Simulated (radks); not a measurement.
# Ne²⁺ in 1s1 2s2 2p4 3s1: an all-electron calculation

One table from this session's results is given with a row withheld; the runs are named, their logs left out.

Method: non-relativistic Kohn-Sham, exchange-only r2SCAN, spin-polarised, spherical densities, point nucleus; open shells are filled with parallel spins first. Code: radks (a radial shooting solver on a logarithmic mesh, Libxc functionals) version 1.

### Starting point

```
element       : neon (Z = 10)
charge        : +2
electrons     : 8
configuration : 1s1 2s2 2p4 3s1
```

Outer shells as boxes (Hund's rule):

Ne²⁺
```
1s [↑ ]
2s [↑↓]
2p [↑↓][↑ ][↑ ]
3s [↑ ]
```

Set-up of the first run:

Settings of this run:

```text
Z 10
configuration 1s1 2s2 2p4 3s1 3p0 4s0
relativity non-relativistic
functional r2scan,
spin polarised
nucleus point
```

One table of the session follows, with a row left open; its other results are not shown here.

It belongs to the step «Orbitals and density». Radial moments (bohr):

```
  level     <r>  outermost maximum (interpolated)  90 % within  nodes
  1s up  0.1526                             0.100        0.272      0
1s down  0.1562                             0.102        0.279      0
  2s up       ?                                 ?            ?      ?
2s down  0.7781                             0.629         1.22      1
  2p up  0.6859                             0.506         1.14      0
2p down  0.7343                             0.539         1.22      0
  3s up   2.480                              2.19         3.64      2
  3p up   2.668                              2.35         3.96      1
```

Q: Estimate the row for 2s up from the others.

The run gave: <r>: 0.7475; outermost maximum (interpolated): 0.607; 90 % within: 1.17; nodes: 1. In the column «<r>» it lies between 2p down (0.7343) and 2s down (0.7781).
